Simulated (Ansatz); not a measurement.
# Co: is there a lower state than plain starts find?

Plain starts of Co have been run. Do the further runs listed below go lower? The cell (2 atoms) is Co in the measured crystal structure (space group P6_3/mmc). Source: COD entry 9012950, which need not be the ambient phase.

Method: DFT PBE, PAW, plane waves, scalar-relativistic, in Ansatz 0.2.0.

## Step 1: Starting point

Symmetry: P6_3/mmc, No. 194, hexagonal system. The conventional cell has a = 2.505 Å, b = 2.505 Å, c = 4.089 Å, α = 90.00°, β = 90.00°, γ = 120.00°. Co (site symmetry -6m2) is surrounded by 12 Co at 2.50 to 2.51 Å.

Structure file:

```
Co
1.0
     2.50540    0.00000    0.00000
    -1.25270    2.16974    0.00000
     0.00000    0.00000    4.08930
Co
2
Direct
  0.33333 0.66667 0.25000
  0.66667 0.33333 0.75000
```

Labels such as Co2 number the atoms in the order of the input file.

Known so far: 8 plain starts ended in 3 states. The lowest came from “spin on, no moments given (the program may seed its own), plain SCF”: ferromagnetic, site moments Co1 1.70, Co2 1.70 μB, total 3.25 μB per cell, no gap on the k-mesh, free energy -10252.3049 eV.

Runs to come: parallel moments, default search for lower states; opposed moments +-, default search for lower states; the moments typed in its input, symmetry off, plain SCF; the moments typed in its input, standard search for lower states; the moments typed in its input, symmetry off, default search.

“Plain SCF” means no search for lower states. The default search runs further SCF cycles only where the state itself hints at a lower one. The standard and full searches may also try other magnetic orders and fillings, and need not reach the lowest state. With a search on, the program may also reshape the start on open shells. 

Site moments are integrals over atomic spheres and don't add up to the total.

## Step 2: Parallel moments, default search for lower states

The input, input.yaml:

```yaml
crystal:
  lattice:
    - [2.50539998, 0.0, 0.0]
    - [-1.25269999, 2.16974003, 0.0]
    - [0.0, 0.0, 4.0893]
  atoms:
    - { symbol: Co, position: [0.33333333, 0.66666667, 0.25], spin: 3.0 }
    - { symbol: Co, position: [0.66666667, 0.33333333, 0.75], spin: 3.0 }
magnetization:
  spin_polarized: true
hamiltonian:
  xc: pbe
  pseudopotentials: { kind: paw }
basis:
  ecutwfc: 420
kpoints:
  mp_grid: { grid: [13, 13, 7] }
scf:
  occupations: { method: fermi_dirac, width: 0.05 }
output:
  forces: true
  stress: true
```

Q: With the starts changed as planned, what states does the cell reach, and which is lowest? Wanted: distinct states; lowest state; total moment; gap on the k-mesh; pressure; largest force.

**Answer**, as computed:

| quantity | value |
| --- | --- |
| distinct states | 1 from 6 converged runs, the best start of step 1 counted |
| lowest state | ferromagnetic |
| its moments | Co1 1.70, Co2 1.70 μB |
| total moment | 3.25 μB per cell |
| gap on the k-mesh | none |
| pressure | -4.8 GPa |
| largest force | 0.000 eV/Å |

In words: Nothing lower turns up: the best plain start stands. Distinct end states: 1, from 6 converged runs. These are lowest states among those tried, not proven ground states.
